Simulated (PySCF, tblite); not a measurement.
# GeH₅NSi, a cluster model of a defect: NMR shifts, core binding energies and electronic excitations

What NMR shifts, core binding energies and electronic excitations should one expect for `N[Si][GeH3]`? It is drawn as: twofold Si.

Computed with tblite 0.8.0 and PySCF 2.14.0; each step states its level. No surroundings beyond the atoms listed, unless a continuum is named. Atoms count from 0, parts from 1.

### Step 1. The system as given

8 atoms, charge 0, multiplicity 1; geometry: distance geometry start.

### Step 2. Geometry optimisation with GFN2-xTB

The job: settings as JSON, then the geometry in Å.

```
{"job": {"kind": "relax", "xc": "GFN2-xTB", "basis": "xTB"}, "charge": 0, "multiplicity": 1}
Si     0.391637     0.125372     1.193375
Ge    -1.811475     0.205452     1.946474
N      2.163047    -0.079162     0.872928
H     -2.656662    -0.690205     1.107523
H     -2.341146     1.634783     1.838696
H     -1.851055    -0.250382     3.392258
H      2.445084     0.044986    -0.107472
H      2.620020    -0.842524     1.374165
```

With the program's defaults for keys left out, this is: GFN2-xTB geometry optimisation, gas phase.

Run with:

```sh
OMP_NUM_THREADS=1 python cluster_run.py task.json out
```

The driver reads the jobs from task.json and runs them one after another.

Output:

```text
step      E/eV     max force
  0    -245.18631    4.004
  1    -245.52276    3.555
  2    -246.17419    2.631
  3    -246.59064    1.701
  4    -246.81667    1.010
  5    -246.88368    1.022
  6    -246.94857    1.114
  7    -247.05895    1.158
  8    -247.13071    1.131
  9    -247.20018    1.160
 10    -247.26670    0.621
 11    -247.29875    0.415
 12    -247.31712    0.471
 13    -247.34634    0.677
 14    -247.37589    0.700
 15    -247.40593    0.507
 16    -247.42163    0.568
 17    -247.43148    0.371
 18    -247.43980    0.351
 19    -247.46709    0.329
 20    -247.48144    0.368
 21    -247.49779    0.257
 22    -247.50243    0.199
 23    -247.50602    0.172
 24    -247.51002    0.208
 25    -247.51512    0.323
 26    -247.52137    0.358
 27    -247.52919    0.322
 28    -247.53677    0.299
 29    -247.54258    0.320
 30    -247.54750    0.286
 31    -247.55098    0.178
 32    -247.55330    0.141
 33    -247.55483    0.122
 34    -247.55612    0.128
 35    -247.55779    0.134
 36    -247.55965    0.142
 37    -247.56099    0.094
 38    -247.56158    0.067
 39    -247.56181    0.045
 40    -247.56197    0.032
 41    -247.56211    0.043
 42    -247.56224    0.050
 43    -247.56236    0.042
 44    -247.56248    0.031
 45    -247.56263    0.041
 46    -247.56278    0.036
 47    -247.56289    0.030
 48    -247.56297    0.020
 49    -247.56303    0.016
 50    -247.56305    0.013
 51    -247.56307    0.015
 52    -247.56309    0.018
 53    -247.56312    0.023
 54    -247.56319    0.030
 55    -247.56333    0.043
 56    -247.56353    0.048
 57    -247.56371    0.036
 58    -247.56382    0.023
 59    -247.56388    0.025
 60    -247.56397    0.031
 61    -247.56413    0.037
 62    -247.56435    0.037
 63    -247.56452    0.024
 64    -247.56459    0.018
 65    -247.56462    0.017
 66    -247.56464    0.019
 67    -247.56469    0.019
 68    -247.56476    0.022
 69    -247.56483    0.020
 70    -247.56488    0.018
 71    -247.56490    0.015
 72    -247.56492    0.014
 73    -247.56495    0.017
 74    -247.56500    0.024
 75    -247.56509    0.034
 76    -247.56527    0.035
 77    -247.56548    0.029
 78    -247.56562    0.023
 79    -247.56566    0.016
 80    -247.56568    0.010
 81    -247.56568    0.004
```

Wall time 1 s (1 thread of Arm Neoverse V1, shared host).

Step by step:

| step | energy from step 0 (eV) | largest force (eV/Å) |
| --- | --- | --- |
| 0 | 0.0000 | 4.0039 |
| 3 | -1.4043 | 1.7007 |
| 6 | -1.7623 | 1.1144 |
| 9 | -2.0139 | 1.1592 |
| 12 | -2.1308 | 0.4709 |
| 15 | -2.2196 | 0.5068 |
| 18 | -2.2535 | 0.3515 |
| 21 | -2.3115 | 0.2572 |
| 24 | -2.3237 | 0.2081 |
| 27 | -2.3429 | 0.3220 |
| 30 | -2.3612 | 0.2860 |
| 33 | -2.3685 | 0.1213 |
| 36 | -2.3733 | 0.1428 |
| 39 | -2.3755 | 0.0450 |
| 42 | -2.3759 | 0.0502 |
| 45 | -2.3763 | 0.0402 |
| 48 | -2.3767 | 0.0198 |
| 51 | -2.3768 | 0.0151 |
| 54 | -2.3769 | 0.0302 |
| 57 | -2.3774 | 0.0362 |
| 60 | -2.3777 | 0.0314 |
| 63 | -2.3782 | 0.0251 |
| 66 | -2.3783 | 0.0186 |
| 69 | -2.3785 | 0.0196 |
| 72 | -2.3786 | 0.0140 |
| 75 | -2.3788 | 0.0334 |
| 78 | -2.3793 | 0.0231 |
| 81 | -2.3794 | 0.0046 |

Distances of close pairs at the start and the end, largest changes first:

| bond | before (Å) | after (Å) | change (Å) |
| --- | --- | --- | --- |
| Si0–N2 | 1.812 | 1.714 | -0.098 |
| Si0–Ge1 | 2.330 | 2.380 | +0.050 |
| Ge1–H3 | 1.490 | 1.516 | +0.026 |
| N2–H6 | 1.028 | 1.006 | -0.021 |
| N2–H7 | 1.021 | 1.009 | -0.012 |
| Ge1–H4 | 1.528 | 1.517 | -0.012 |
| Ge1–H5 | 1.516 | 1.521 | +0.004 |

### Step 3. Geometry optimisation at PBE0-D3(BJ)/def2-SVP

The job: settings as JSON, then the geometry in Å.

```
{"job": {"xc": "PBE0", "basis": "def2-SVP", "d3": "d3bj", "grid": 2, "kind": "geom", "shake": 0.01}, "charge": 0, "multiplicity": 1}
Si     0.426057     0.450095    -1.269173
Ge    -1.247698     0.100819     0.401198
N      1.818238    -0.164953    -0.591786
H     -2.366584    -0.610817    -0.265625
H     -1.930668     1.427762     0.643875
H     -1.325537    -0.495036     1.793966
H      2.732719    -0.153084    -1.062509
H      1.939550    -0.583337     0.322153
```

Output:

```text
step   0  E = -2423.38603880  max force = 0.036839
step   1  E = -2423.39523883  max force = 0.008542
step   2  E = -2423.39633496  max force = 0.005603
step   3  E = -2423.39730860  max force = 0.003928
step   4  E = -2423.39747543  max force = 0.002805
step   5  E = -2423.39757887  max force = 0.000365
step   6  E = -2423.39758167  max force = 0.000192
optimisation converged
```

Wall time 26 s (1 thread of Arm Neoverse V1, shared host); peak memory 0.43 GiB.

Relaxation path:

| step | energy from step 0 (eV) | largest force component (eV/Å) |
| --- | --- | --- |
| 0 | 0.0000 | 1.8943 |
| 1 | -0.2503 | 0.4392 |
| 2 | -0.2802 | 0.2881 |
| 3 | -0.3067 | 0.2020 |
| 4 | -0.3112 | 0.1442 |
| 5 | -0.3140 | 0.0188 |
| 6 | -0.3141 | 0.0099 |

Close pairs (by a distance rule), those that changed most:

| bond | before (Å) | after (Å) | change (Å) |
| --- | --- | --- | --- |
| Si0–Ge1 | 2.390 | 2.453 | +0.063 |
| Ge1–H3 | 1.484 | 1.547 | +0.062 |
| Si0–N2 | 1.666 | 1.719 | +0.053 |
| Ge1–H5 | 1.517 | 1.554 | +0.037 |
| Ge1–H4 | 1.512 | 1.547 | +0.035 |
| N2–H6 | 1.029 | 1.017 | -0.012 |
| N2–H7 | 1.012 | 1.017 | +0.004 |

The end geometry stands in the next job.

| at the end point | value |
| --- | --- |
| point group (found at 0.08 Å tolerance) | Cs |
| rotational constants (GHz, main isotopes) | 14.326, 2.517, 2.198 |
| dipole moment (D) | 2.46 |

### Step 4. NMR shieldings: PBE0/pcSseg-2

The job: settings as JSON, then the geometry in Å.

```
{"job": {"kind": "nmr", "xc": "PBE0", "basis": "pcSseg-2"}, "charge": 0, "multiplicity": 1}
Si     0.448810     0.517086    -1.428724
Ge    -1.287660     0.172988     0.269441
N      1.706214    -0.181883    -0.487262
H     -2.446768    -0.708229    -0.251790
H     -1.933020     1.504310     0.720445
H     -0.732553    -0.516669     1.546036
H      2.656034    -0.242547    -0.844343
H      1.634978    -0.573650     0.448341
```

Method: GIAO PBE0/pcSseg-2 NMR shielding, non-relativistic, gas phase.

Output:

```text
coarse grid: 31312 points
cycle   1  E = -2423.8086253521  dE = -7.325e-01  |g| = 1.031e+00  |ddm| = 2.068e+00
cycle   2  E = -2423.7317272504  dE =  7.690e-02  |g| = 1.200e+00  |ddm| = 5.735e-01
cycle   3  E = -2423.8599123694  dE = -1.282e-01  |g| = 2.062e-01  |ddm| = 4.807e-01
cycle   4  E = -2423.8684184848  dE = -8.506e-03  |g| = 8.613e-02  |ddm| = 1.671e-01
cycle   5  E = -2423.8696678880  dE = -1.249e-03  |g| = 9.872e-03  |ddm| = 3.753e-02
cycle   6  E = -2423.8696847463  dE = -1.686e-05  |g| = 1.964e-03  |ddm| = 1.184e-02
cycle   7  E = -2423.8696859549  dE = -1.209e-06  |g| = 4.606e-04  |ddm| = 3.258e-03
final grid: 62816 points
cycle   8  E = -2423.8697334099  dE = -3.610e-08  |g| = 4.454e-04  |ddm| = 1.541e-03
cycle   9  E = -2423.8697333870  dE =  2.290e-08  |g| = 6.048e-04  |ddm| = 1.042e-03
cycle  10  E = -2423.8697334570  dE = -6.997e-08  |g| = 9.446e-05  |ddm| = 4.897e-04
cycle  11  E = -2423.8697334588  dE = -1.849e-09  |g| = 2.037e-05  |ddm| = 9.484e-05
cycle  12  E = -2423.8697334589  dE = -7.094e-11  |g| = 3.266e-06  |ddm| = 1.094e-05
converged SCF energy = -2423.8697334589

GIAO shielding tensors (ppm)
atom      isotropic    diamagn.    paramagn.     s11        s22        s33       span
  0 Si     -82.657     875.538    -958.195   -782.250    188.408    345.871   1128.121
  1 Ge    1629.856    2757.532   -1127.676   1517.119   1659.190   1713.260    196.141
  2 N       76.305     318.656    -242.351    -88.572    109.926    207.562    296.134
  3 H       27.558      28.841      -1.283     22.020     23.073     37.580     15.560
  4 H       27.560      28.843      -1.283     22.026     23.075     37.578     15.552
  5 H       28.113      29.936      -1.823     23.048     23.576     37.716     14.668
  6 H       24.554      29.909      -5.356     22.334     22.768     28.559      6.225
  7 H       24.408      32.263      -7.855     20.095     22.431     30.697     10.602
```

Wall time 29 s (1 thread of Arm Neoverse V1, shared host); peak memory 0.85 GiB.

The references, computed at this level on geometries of the same kind, shield at (ppm): ¹H TMS 31.25, ²⁹Si TMS 341.3, ¹⁵N NH3 261.7, ⁷³Ge GeMe4 1337. Their shielding less the atom's gives the shift. The references are single molecules in the gas phase, so shifts against H2O, NH3, PH3, H3PO4 or CFCl3 are not on the usual liquid scales and can be off by tens of ppm. Atoms listed in one row are averaged.

| atoms | environment | σ (ppm) | δ (ppm) |
| --- | --- | --- | --- |
| H7 | hydrogen on a nitrogen bonded to Si | 24.41 | 6.84 |
| H6 | hydrogen on a nitrogen bonded to Si | 24.55 | 6.69 |
| H3, H4 | hydrogen on a germanium bonded to Si | 27.56 | 3.69 |
| H5 | hydrogen on a germanium bonded to Si | 28.11 | 3.13 |
| Si0 | silicon bonded to Ge, N | -82.7 | 423.9 |
| Ge1 | germanium bonded to Si, 3 H | 1630 | -293 |
| N2 | nitrogen bonded to Si, 2 H | 76.3 | 185.4 |

The run also stored atomic charges by several schemes (e):

| atoms | Mulliken | IAO | Hirshfeld | ESP fit |
| --- | --- | --- | --- | --- |
| Si0 | 0.38 | 0.31 | 0.15 | -0.15 |
| Ge1 | 0.02 | 0.12 | 0.14 | 0.51 |
| N2 | -0.52 | -0.75 | -0.29 | -0.38 |

Mayer bond orders: Si0–Ge1 0.91, Si0–N2 1.10.

Orbitals, density, ELF and potential are computed afterwards from the orbital file.

Frontier orbitals at PBE0/pcSseg-2, with the share of their density that lies nearest to each atom:

| orbital | energy (eV) | lies on |
| --- | --- | --- |
| HOMO | -6.16 | Si0 61 %; Ge1 20 % |
| LUMO | -1.97 | Si0 72 %; N2 12 % |

ELF in a plane through or near 6 of the atoms.

Ten even steps from ' ' (0.00) to '@' (1.00):
```
                                                        
                                                        
                                ..                      
                            --%%%%%%**..                
                          ::%%@@@@@@@@**                
                ..----    --@@@@@@@@@@##..              
                ++@@@@++  --@@@@@@@@@@##..              
              ..##@@@@%%  ..**@@@@@@%%==..              
        ..======**@@@@##  ..==++::....::..              
        ==@@@@@@**..++++..::++::++##++..--..            
        **@@@@@@**--++##::**##::**==++::--::            
        --%%@@%%**##%%==..##@@++::::..::--..            
          ..::..::==::++##..##%%++::::::..              
                ..==..####..++##==::....                
              ::**@@##....==##++..                      
              ++%%@@@@@@##@@%%==..                      
              **@@@@@@@@@@@@@@++                        
              ::%%@@@@@@@@@@%%==                        
                ::##%%%%%%##==                          
                    ..::..                              
```
The map spans 10.8 Å across and 8.1 Å up, centred on the molecule. Atoms in the plane (x, y in Å): Si0 (-0.7, -1.4), Ge1 (1.3, -0.1), N2 (-1.8, 0.0), H5 (1.0, 1.5), H6 (-2.8, -0.2), H7 (-1.5, 0.9).

log10 of the density (e/Å³) in the same plane.

Values, 10 rows by 14 columns:
```
-4.0 -4.0 -4.0 -4.0 -4.0 -4.0 -4.0 -4.0 -3.8 -3.9 -4.0 -4.0 -4.0 -4.0
-4.0 -4.0 -4.0 -4.0 -4.0 -3.7 -3.3 -2.8 -2.5 -2.7 -3.3 -3.9 -4.0 -4.0
-4.0 -4.0 -4.0 -3.3 -2.5 -2.3 -2.4 -1.7 -1.1 -1.4 -2.4 -3.2 -4.0 -4.0
-4.0 -4.0 -3.2 -2.4 -1.3 -0.9 -1.7 -1.0  0.2 -0.6 -1.8 -2.7 -3.6 -4.0
-4.0 -3.6 -2.2 -1.1 -0.1  0.3 -1.0 -0.8  0.0 -0.2 -1.2 -2.0 -3.1 -3.9
-4.0 -3.3 -1.7 -0.2  0.5  0.6 -0.5 -0.4  1.5  1.2 -0.8 -1.7 -2.9 -3.8
-4.0 -3.8 -2.4 -1.4 -0.7 -0.2  1.3 -0.3 -0.5 -0.7 -1.3 -2.0 -3.1 -4.0
-4.0 -4.0 -3.2 -2.3 -1.2 -0.4  0.1 -0.6 -1.4 -1.9 -2.3 -2.9 -3.7 -4.0
-4.0 -4.0 -3.5 -2.5 -1.5 -1.0 -0.8 -1.2 -2.0 -2.8 -3.3 -3.7 -4.0 -4.0
-4.0 -4.0 -3.9 -3.2 -2.4 -1.9 -1.8 -2.1 -2.9 -3.7 -4.0 -4.0 -4.0 -4.0
```
The map spans 10.8 Å across and 8.1 Å up, centred on the molecule. Atoms in the plane (x, y in Å): Si0 (-0.7, -1.4), Ge1 (1.3, -0.1), N2 (-1.8, 0.0), H5 (1.0, 1.5), H6 (-2.8, -0.2), H7 (-1.5, 0.9).

On the surface of density 0.002 e/bohr³ the electrostatic potential runs, from the 1st to the 99th percentile, from -0.84 V near Si0 to 1.98 V near H6.

### Step 5. X-ray photoelectron lines: SCAN, X2C

The job, as its differences from that of step 4:

```diff
@@ -1,2 +1,2 @@
-{"job": {"kind": "nmr", "xc": "PBE0", "basis": "pcSseg-2"}, "charge": 0, "multiplicity": 1}
+{"job": {"kind": "xps", "holes": 5}, "charge": 0, "multiplicity": 1}
 Si     0.448810     0.517086    -1.428724
```

Level: delta-SCF UKS SCAN, pcX-2 on the ionised atom, pcseg-1 elsewhere, spin-free X2C.

Output:

```text
ground state, core basis on atom 0 (Si), 126 functions
  cycle   1  E = -2441.79562893  |g| = 4.32e-01
  cycle   2  E = -2441.59025330  |g| = 9.56e-01
  cycle   3  E = -2441.83143676  |g| = 1.18e-01
  cycle   4  E = -2441.83666840  |g| = 2.25e-02
  cycle   5  E = -2441.83683314  |g| = 7.35e-03
  cycle   6  E = -2441.83685505  |g| = 1.87e-03
  cycle   7  E = -2441.83685077  |g| = 7.36e-04
  cycle   8  E = -2441.83684933  |g| = 1.92e-04
  E(ground) = -2441.96008120 Eh
hole in Si 2p of atom 0
  cycle   1  E = -2437.55867746  |g| = 1.22e+00
  cycle   2  E = -2436.19096806  |g| = 1.49e+00
  cycle   3  E = -2437.53067163  |g| = 5.89e-01
  cycle   4  E = -2437.87072411  |g| = 1.69e-01
  cycle   5  E = -2437.83947688  |g| = 2.89e-01
  cycle   6  E = -2437.88518172  |g| = 6.32e-02
  cycle   7  E = -2437.88793864  |g| = 1.14e-02
  cycle   8  E = -2437.88804828  |g| = 5.11e-03
  cycle   9  E = -2437.88808784  |g| = 2.56e-03
  cycle  10  E = -2437.88810944  |g| = 1.92e-03
  cycle  11  E = -2437.88814122  |g| = 1.05e-03
  cycle  12  E = -2437.88814551  |g| = 4.34e-04
  E(ion) = -2438.02324007 Eh   <S^2> = 0.7762   hole on atom = 1.003   binding energy = 107.127 eV
  2p3/2 = 106.800 eV   2p1/2 = 107.440 eV
ground state, core basis on atom 2 (N), 115 functions
  cycle   1  E = -2441.75545196  |g| = 7.52e-02
  cycle   2  E = -2441.75507589  |g| = 4.39e-02
  cycle   3  E = -2441.75472991  |g| = 5.89e-02
  cycle   4  E = -2441.75560133  |g| = 5.54e-03
  cycle   5  E = -2441.75561432  |g| = 4.57e-04
  E(ground) = -2441.91819710 Eh
hole in N 1s of atom 2
  cycle   1  E = -2426.14747537  |g| = 1.86e+00
  cycle   2  E = -2425.29082428  |g| = 2.14e+00
  cycle   3  E = -2426.79267784  |g| = 3.93e-01
  cycle   4  E = -2426.84404956  |g| = 1.62e-01
  cycle   5  E = -2426.86477920  |g| = 5.09e-02
  cycle   6  E = -2426.86681321  |g| = 6.80e-03
  cycle   7  E = -2426.86684645  |g| = 2.99e-03
  cycle   8  E = -2426.86685205  |g| = 9.47e-04
  cycle   9  E = -2426.86685489  |g| = 4.43e-04
  E(ion) = -2427.02804624 Eh   <S^2> = 0.7665   hole on atom = 1.000   binding energy = 405.182 eV
```

Run time: 9.5 s. Hardware: 1 thread of Arm Neoverse V1, shared host; peak memory 0.49 GiB.

The holes in one table. −ε is the ground-state orbital energy:

| hole | stands for | environment | ΔSCF (eV; 2p as the shell's mean) | −ε (eV) | ⟨S²⟩ |
| --- | --- | --- | --- | --- | --- |
| Si2p on Si0 | Si0 | silicon bonded to Ge, N | 107.01 | 96.4 | 0.776 |
| N1s on N2 | N2 | nitrogen bonded to Si, 2 H | 405.18 | 386.6 | 0.767 |

With the spin-orbit splitting: Si0 2p3/2 106.80, 2p1/2 107.44 eV. The table gives each 2p level as the mean over the whole 2p shell (two parts 2p3/2, one part 2p1/2), which differs a little from the single hole in the log.

### Step 6. Ultraviolet spectrum: CAM-B3LYP/def2-SVPD

The job, as its differences from that of step 5:

```diff
@@ -1,2 +1,2 @@
-{"job": {"kind": "xps", "holes": 5}, "charge": 0, "multiplicity": 1}
+{"job": {"kind": "uv", "xc": "CAM-B3LYP", "basis": "def2-SVPD", "nstates": 6, "ntriplets": 2, "ip": true}, "charge": 0, "multiplicity": 1}
 Si     0.448810     0.517086    -1.428724
```

With the program's defaults for keys left out, this is: TDDFT CAM-B3LYP/def2-SVPD, vertical, gas phase, core orbitals frozen in the response.

Output:

```text
coarse grid: 31312 points
cycle   1  E = -2423.9155668317  dE = -6.991e-01  |g| = 4.469e-01  |ddm| = 3.080e+00
cycle   2  E = -2423.9075323878  dE =  8.034e-03  |g| = 4.925e-01  |ddm| = 6.767e-01
cycle   3  E = -2423.9475062748  dE = -3.997e-02  |g| = 6.038e-02  |ddm| = 3.626e-01
cycle   4  E = -2423.9483300915  dE = -8.238e-04  |g| = 2.316e-02  |ddm| = 7.309e-02
cycle   5  E = -2423.9484270878  dE = -9.700e-05  |g| = 3.333e-03  |ddm| = 3.385e-02
cycle   6  E = -2423.9484316783  dE = -4.590e-06  |g| = 6.572e-04  |ddm| = 1.395e-02
final grid: 62816 points
cycle   7  E = -2423.9484578460  dE = -2.334e-07  |g| = 5.796e-04  |ddm| = 3.872e-03
cycle   8  E = -2423.9484578646  dE = -1.858e-08  |g| = 6.478e-04  |ddm| = 1.759e-03
cycle   9  E = -2423.9484579233  dE = -5.871e-08  |g| = 5.432e-05  |ddm| = 5.336e-04
cycle  10  E = -2423.9484579247  dE = -1.346e-09  |g| = 3.405e-05  |ddm| = 2.149e-04
cycle  11  E = -2423.9484579251  dE = -4.579e-10  |g| = 1.231e-05  |ddm| = 1.386e-04
converged SCF energy = -2423.9484579251

Static polarisability (au): isotropic 78.793, principal 61.647 73.410 101.321

Singlet excitations
state   eV       nm        f      main configurations
  1   2.8923    428.7   0.00670   H->L 0.99
  2   5.1050    242.9   0.10944   H->L+1 0.87
  3   5.8795    210.9   0.13618   H->L+2 0.86
  4   6.0710    204.2   0.29017   H->L+3 0.81
  5   6.2378    198.8   0.01131   H-2->L 0.60, H->L+5 0.19, H-4->L 0.15
  6   6.3374    195.6   0.16204   H-1->L 0.86

Triplet excitations (Tamm-Dancoff, eV): 1.9369 4.1278
Vertical ionisation energy (delta-SCF) = 8.1678 eV
Vertical electron affinity (delta-SCF) = 0.1402 eV
```

It took 23 s on 1 thread of Arm Neoverse V1, shared host; peak memory 0.57 GiB.

Frontier orbitals and where they lie:

| orbital | eV | atoms |
| --- | --- | --- |
| HOMO−3 | -10.75 | Ge1 36 %, H4 20 %, H3 20 % |
| HOMO−2 | -10.41 | Ge1 34 %, Si0 20 %, H5 13 % |
| HOMO−1 | -10.13 | N2 56 %, Si0 12 %, Ge1 10 % |
| HOMO | -7.34 | Si0 58 %, Ge1 22 %, N2 9 % |
| LUMO | -0.82 | Si0 62 %, N2 17 %, Ge1 16 % |
| LUMO+1 | 0.72 | Si0 41 %, Ge1 19 %, N2 13 % |
| LUMO+2 | 1.02 | Ge1 49 %, Si0 13 %, H5 9 % |

With each of the 6 states as a Gaussian band of 0.4 eV half-width at 1/e, the curve within the window shown has maxima at 429 nm (ε 270), 241 nm (ε 4,600), 204 nm (ε 21,000) L/(mol cm). Beyond the last state computed it falls off for lack of states. The curve at chosen wavelengths:

(nm, ε (L/mol/cm)): (187, 5641), (201, 20195), (215, 13138), (229, 4723), (244, 4556), (258, 2571), (272, 700), (286, 112), (300, 12), (314, 1), (329, 2), (343, 10), (357, 33), (371, 76), (385, 137), (399, 202), (414, 254), (428, 271), (442, 259), (456, 225), (470, 182), (484, 138), (499, 97), (513, 66), (527, 44), (541, 29)

Further results of this job:

| property | computed |
| --- | --- |
| dipole moment (D) | 2.17 |
| polarisability (Å³) | 11.68 |
| HOMO–LUMO gap (eV) | 6.52 |
| −ε(HOMO) (eV) | 7.34 |

### Step 7. What came out

| quantity | value |
| --- | --- |
| point group | Cs |
| rotational constants (main isotopes) | 14.33, 2.52, 2.20 GHz |
| ¹H shifts against TMS (PBE0/pcSseg-2, means over atoms taken as alike) | 6.84, 6.69, 3.69, 3.13 ppm |
| ²⁹Si shifts against TMS (PBE0/pcSseg-2) | 423.9 ppm |
| ⁷³Ge shifts against GeMe4 (PBE0/pcSseg-2) | -293 ppm |
| ¹⁵N shifts against NH3 (PBE0/pcSseg-2) | 185.4 ppm |
| surface potential, 1st and 99th percentile | -0.84 V and 1.98 V |
| Si2p binding energies, SCAN/pcX-2 | Si0 107.01 eV |
| N1s binding energies, SCAN/pcX-2 | N2 405.18 eV |
| lowest singlet (CAM-B3LYP/def2-SVPD) | 2.89 eV (429 nm), f = 0.007 |
| brightest single state of those computed | state 4, 6.07 eV, f = 0.290 |
| lowest triplet | 1.94 eV |
| vertical ionisation energy (ΔSCF) | 8.17 eV |
| vertical electron affinity (ΔSCF) | 0.14 eV |

**Reading.** Over 6 steps the energy fell by 0.314 eV; of the close pairs, Si0–Ge1 changed most, 2.390 to 2.453 Å (PBE0/def2-SVP). At PBE0/pcSseg-2: The largest span, 1128 ppm, is at Si0, where the paramagnetic term is -958 ppm. By nearest atom (PBE0/pcSseg-2), the HOMO sits on Si0 61 %; Ge1 20 % and the LUMO on Si0 72 %; N2 12 %. The first singlet state (HOMO→LUMO 0.99) lies at 2.89 eV and is weak; of the 6 states computed, the strongest absorption comes from state 4 at 6.07 eV (the last state computed is bright too, and its partners may lie past the list). The lowest triplet lies 0.96 eV below the lowest singlet (triplets in Tamm-Dancoff, singlets in full TDDFT). The orbital energy would give 7.34 eV for ionisation, ΔSCF gives 8.17 eV. Spin-orbit coupling is left out, which matters for shieldings and couplings at and beside the heavy atoms.
